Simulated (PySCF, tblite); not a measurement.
# C4H9BN2O3: geometry, infrared bands and NMR shifts

Aim: predict the infrared bands and NMR shifts of C4H9BN2O3 (`C/C(=C/OB(N)N)C(=O)O`).

The runs use tblite 0.8.0 and PySCF 2.14.0, with density-fitted response routines of our own; the level of theory stands in each step. All values are computed, except where a source is named. Atoms count from 0, in the outputs and in this text.

**1. Starting geometry**

19 atoms, charge 0, multiplicity 1; geometry from: force field or distance geometry start.

Bonds of the start (Å): C0–C1 1.47, C1–C2 1.35, C2–O3 1.39, O3–B4 1.48, B4–N5 1.52, B4–N6 1.52, C1–C7 1.45, C7–O8 1.28, C7–O9 1.40, C0–H10 1.11, C0–H11 1.10, C0–H12 1.12, C2–H13 1.09, N5–H14 1.04, N5–H15 1.02, N6–H16 1.06, N6–H17 1.05, O9–H18 1.02.

**2. Relaxing the molecule with GFN2-xTB**

Job settings and geometry (Å):

```
{"job": {"kind": "relax", "xc": "GFN2-xTB", "basis": "xTB"}, "charge": 0, "multiplicity": 1}
C     -2.070000     1.613300    -0.069000
C     -1.296700     0.386900     0.192300
C     -0.023200     0.561100     0.601500
O      0.797100    -0.526600     0.871300
B      2.217500    -0.439300     0.475900
N      2.794800     0.958900     0.339200
N      2.798000    -1.654300    -0.232900
C     -1.849500    -0.951300     0.050100
O     -1.081100    -1.946800     0.307500
O     -3.161200    -1.195900    -0.358300
H     -1.820300     2.071200    -1.045500
H     -1.859200     2.290700     0.778000
H     -3.146400     1.308100    -0.048200
H      0.375400     1.572900     0.706500
H      2.177000     1.567500    -0.240400
H      3.772600     0.902100     0.050600
H      2.139700    -1.877300    -1.027600
H      2.720600    -2.471600     0.428800
H     -3.494700    -2.160300    -0.447300
```

On the command line:

```console
OMP_NUM_THREADS=1 python probes_run.py task.json out
```

One launch serves the whole session: the jobs run in the order shown.

**Question.** This job is followed by: GFN2-xTB harmonic vibrations, gas phase; GIAO PBE0/pcSseg-1 NMR shielding, non-relativistic, gas phase. Predict these results of the whole session: strongest single infrared mode (GFN2-xTB); zero-point energy (GFN2-xTB); ¹³C shifts against TMS (PBE0/pcSseg-1); ¹H shifts against TMS (PBE0/pcSseg-1, means over atoms taken as alike); ¹⁷O shifts against H2O (PBE0/pcSseg-1); ¹¹B shifts against BF3·OEt2 (PBE0/pcSseg-1); ¹⁵N shifts against NH3 (PBE0/pcSseg-1, means over atoms taken as alike).

As calculated:

| quantity | value |
| --- | --- |
| strongest single infrared mode (GFN2-xTB) | 1102 cm⁻¹, 764 km/mol |
| zero-point energy (GFN2-xTB) | 89.6 kcal/mol |
| ¹³C shifts against TMS (PBE0/pcSseg-1) | 169.4, 157.8, 109.3, 18.0 ppm |
| ¹H shifts against TMS (PBE0/pcSseg-1, means over atoms taken as alike) | 7.02, 5.63, 1.91, 1.88 ppm |
| ¹⁷O shifts against H2O (PBE0/pcSseg-1) | 426.3, 215.1, 182.0 ppm |
| ¹¹B shifts against BF3·OEt2 (PBE0/pcSseg-1) | 19.8 ppm |
| ¹⁵N shifts against NH3 (PBE0/pcSseg-1, means over atoms taken as alike) | 46.2 ppm |

In words: Relaxing lowered the energy by 2.319 eV in 126 steps; the close pair that moved most is B4–N6, from 1.522 to 1.403 Å. All 51 modes are real, so the xTB geometry is a minimum. The strongest single mode, at 1102 cm⁻¹, is carried by O9, C7, H18. GFN2-xTB is a fitted tight-binding method: band positions and strengths are rough. Its intensities can rank the bands wrongly. At PBE0/pcSseg-1: Shielding is most anisotropic at O8 (span 572 ppm, paramagnetic term -498 ppm).
